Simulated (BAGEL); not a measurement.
**HF/STO-3G (density fitting with qzvpp-jkfit) run of BPN2H6 (SMILES NB(N)P)**

Aim: the vertical singlet–triplet gap of BPN2H6 at HF/STO-3G (density fitting with qzvpp-jkfit), from 2 runs. 

Program for the calculation: BAGEL 1.2.2.

1 further run of the same task is left out (set aside as unsound or not needed).

## 1. The molecule

BPN2H6 has 10 atoms, charge 0, and is taken as a singlet. As SMILES, `NB(N)P`. The coordinates come from a GFN2-xTB relaxation.

Bond lengths: N1–B2 1.400 Å, B2–N3 1.398 Å, B2–P4 1.946 Å, N1–H5 1.004 Å, N1–H6 1.006 Å, N3–H7 1.006 Å, N3–H8 1.004 Å, P4–H9 1.387 Å, P4–H10 1.387 Å. Some angles: N1–B2–N3 120.8°, N1–B2–P4 120.6°, N3–B2–P4 118.6°, B2–N1–H5 123.5°, B2–N1–H6 123.3°, B2–N3–H7 123.8°, B2–N3–H8 123.0°, B2–P4–H9 95.2°, B2–P4–H10 95.2°, H5–N1–H6 113.1°.

## 2. The energy at HF/STO-3G (density fitting with qzvpp-jkfit)

The input, job.json:

```json
{ "bagel": [

{
  "title": "molecule",
  "basis": "sto-3g",
  "df_basis": "qzvpp-jkfit",
  "angstrom": true,
  "geometry": [
    { "atom": "N", "xyz": [      -1.081460,       0.235390,      -0.675310 ] },
    { "atom": "B", "xyz": [       0.054150,      -0.193590,       0.021190 ] },
    { "atom": "N", "xyz": [       0.349850,      -1.554780,       0.140430 ] },
    { "atom": "P", "xyz": [       1.256020,       1.095630,       0.846690 ] },
    { "atom": "H", "xyz": [      -1.332940,       1.201370,      -0.784150 ] },
    { "atom": "H", "xyz": [      -1.731320,      -0.394060,      -1.114120 ] },
    { "atom": "H", "xyz": [      -0.215520,      -2.286970,      -0.253700 ] },
    { "atom": "H", "xyz": [       1.155590,      -1.898420,       0.630940 ] },
    { "atom": "H", "xyz": [       1.296130,       1.948080,      -0.247040 ] },
    { "atom": "H", "xyz": [       0.249490,       1.847340,       1.435070 ] }
  ]
},

{
  "title": "hf"
},

{
  "title": "print",
  "file": "orbitals.molden",
  "orbitals": true
}

]}
```

Launch:

```
$ BAGEL_NUM_THREADS=1 BAGEL job.json > job.out
```

The log of the run:

```text
* using 1 threads per process

  ===============================================================
  ===============================================================

  *** Geometry ***

  { "atom" : "N", "xyz" : [     -2.043663,      0.444823,     -1.276151 ] },
  { "atom" : "B", "xyz" : [      0.102329,     -0.365832,      0.040043 ] },
  { "atom" : "N", "xyz" : [      0.661121,     -2.938108,      0.265374 ] },
  { "atom" : "P", "xyz" : [      2.373534,      2.070441,      1.600012 ] },
  { "atom" : "H", "xyz" : [     -2.518892,      2.270260,     -1.481829 ] },
  { "atom" : "H", "xyz" : [     -3.271721,     -0.744665,     -2.105382 ] },
  { "atom" : "H", "xyz" : [     -0.407274,     -4.321747,     -0.479424 ] },
  { "atom" : "H", "xyz" : [      2.183749,     -3.587494,      1.192304 ] },
  { "atom" : "H", "xyz" : [      2.449331,      3.681338,     -0.466838 ] },
  { "atom" : "H", "xyz" : [      0.471468,      3.490967,      2.711889 ] },

  Number of auxiliary basis functions:      465

  Since a DF basis is specified, we compute 2- and 3-index integrals:
    o Being stored without compression. Storage requirement is 0.003 GB

  Number of basis functions:       30
  Number of electrons      :       40

    * METHOD: MOLECULE                             0.21

  *** RHF ***

  === Nuclear Repulsion ===
   150.5977190054

      * DIIS with orbital gradients will be used.

  === RHF iteration (sto-3g) ===
      0       -472.29868646          0.01068061           0.02
      1       -472.33561108          0.00255517           0.02
      2       -472.33779786          0.00063649           0.02
      3       -472.33799263          0.00008858           0.02
      4       -472.33799664          0.00002293           0.02
      5       -472.33799693          0.00000390           0.02
      6       -472.33799693          0.00000112           0.02
      7       -472.33799693          0.00000031           0.02
      8       -472.33799693          0.00000005           0.02
      9       -472.33799693          0.00000001           0.02
     10       -472.33799693          0.00000000           0.02
    * SCF iteration converged.

    * Permanent dipole moment:
           (    0.532363,     0.400731,     0.352671) a.u.

    * METHOD: HF                                   0.33

    * METHOD: PRINT                                0.00

  ===============================================================
```

Wall time 0.8 s (1 thread of Intel Xeon Platinum 8259CL at 2.50GHz (Skylake/Cascade Lake), shared host); peak memory 0.08 GiB.

## 3. The triplet at the same level

The input, job.json:

```json
{ "bagel" : [

{
  "title" : "molecule",
  "basis" : "sto-3g",
  "df_basis" : "qzvpp-jkfit",
  "angstrom" : "true",
  "geometry" : [
    { "atom" : "N", "xyz" : [   -1.081460,    0.235390,   -0.675310 ] },
    { "atom" : "B", "xyz" : [    0.054150,   -0.193590,    0.021190 ] },
    { "atom" : "N", "xyz" : [    0.349850,   -1.554780,    0.140430 ] },
    { "atom" : "P", "xyz" : [    1.256020,    1.095630,    0.846690 ] },
    { "atom" : "H", "xyz" : [   -1.332940,    1.201370,   -0.784150 ] },
    { "atom" : "H", "xyz" : [   -1.731320,   -0.394060,   -1.114120 ] },
    { "atom" : "H", "xyz" : [   -0.215520,   -2.286970,   -0.253700 ] },
    { "atom" : "H", "xyz" : [    1.155590,   -1.898420,    0.630940 ] },
    { "atom" : "H", "xyz" : [    1.296130,    1.948080,   -0.247040 ] },
    { "atom" : "H", "xyz" : [    0.249490,    1.847340,    1.435070 ] }
  ]
},
{ "title" : "uhf", "nopen" : 2 },
{ "title" : "print", "file" : "orbitals.molden", "orbitals" : "true" }

]}
```

Launch:

```
$ BAGEL_NUM_THREADS=1 BAGEL job.json > job.out
```

The log of the run:

```text
* using 1 threads per process

  ===============================================================
  ===============================================================

  *** Geometry ***

  { "atom" : "N", "xyz" : [     -2.043663,      0.444823,     -1.276151 ] },
  { "atom" : "B", "xyz" : [      0.102329,     -0.365832,      0.040043 ] },
  { "atom" : "N", "xyz" : [      0.661121,     -2.938108,      0.265374 ] },
  { "atom" : "P", "xyz" : [      2.373534,      2.070441,      1.600012 ] },
  { "atom" : "H", "xyz" : [     -2.518892,      2.270260,     -1.481829 ] },
  { "atom" : "H", "xyz" : [     -3.271721,     -0.744665,     -2.105382 ] },
  { "atom" : "H", "xyz" : [     -0.407274,     -4.321747,     -0.479424 ] },
  { "atom" : "H", "xyz" : [      2.183749,     -3.587494,      1.192304 ] },
  { "atom" : "H", "xyz" : [      2.449331,      3.681338,     -0.466838 ] },
  { "atom" : "H", "xyz" : [      0.471468,      3.490967,      2.711889 ] },

  Number of auxiliary basis functions:      465

  Since a DF basis is specified, we compute 2- and 3-index integrals:
    o Being stored without compression. Storage requirement is 0.003 GB

  Number of basis functions:       30
  Number of electrons      :       40

    * METHOD: MOLECULE                             0.21

  *** Open-shell HF ***

  === Nuclear Repulsion ===
   150.5977190054

      * DIIS with orbital gradients will be used.

  === UHF iteration (sto-3g) ===
      0       -471.95479197          0.02883941           0.04
      1       -472.02649015          0.00702733           0.04
      2       -472.03368989          0.00269534           0.04
      3       -472.03494346          0.00115582           0.04
      4       -472.03604110          0.00071753           0.04
      5       -472.03674712          0.00049206           0.05
      6       -472.03712534          0.00030547           0.05
      7       -472.03723973          0.00016990           0.05
      8       -472.03727328          0.00005041           0.04
      9       -472.03727504          0.00001686           0.04
     10       -472.03727554          0.00000799           0.04
     11       -472.03727566          0.00000527           0.04
     12       -472.03727578          0.00000164           0.04
     13       -472.03727579          0.00000054           0.04
     14       -472.03727579          0.00000026           0.04
     15       -472.03727579          0.00000010           0.04
     16       -472.03727579          0.00000005           0.04
     17       -472.03727579          0.00000003           0.04
     18       -472.03727579          0.00000002           0.04
     19       -472.03727579          0.00000001           0.04
     20       -472.03727579          0.00000001           0.04
    * SCF iteration converged.

    * S^2 (UHF) is 2.0119

    * Permanent dipole moment:
           (   -0.948562,    -1.134284,    -0.658731) a.u.

    * METHOD: UHF                                  1.00

    * METHOD: PRINT                                0.00

  ===============================================================
```

Run time: 1.4 s. Hardware: 1 thread of Intel Xeon Platinum 8259CL at 2.50GHz (Skylake/Cascade Lake), shared host; peak memory 0.08 GiB.

## 4. Summary of results

Level: HF/STO-3G (density fitting with qzvpp-jkfit).

```
                                        quantity          value
                           singlet: total energy  -472.33800 Eh
                          singlet: dipole moment         1.92 D
                            singlet: HOMO energy       -6.91 eV
                            singlet: LUMO energy       10.27 eV
                          singlet: HOMO–LUMO gap       17.18 eV
                           triplet: total energy  -472.03728 Eh
                          triplet: dipole moment         4.11 D
                                   triplet: ⟨S²⟩          2.012
vertical energy of the triplet above the singlet       8.183 eV
```

At this shape the triplet lies 8.18 eV (189 kcal/mol) above the singlet. In a minimal basis such a difference can be off by several eV, whatever the method.
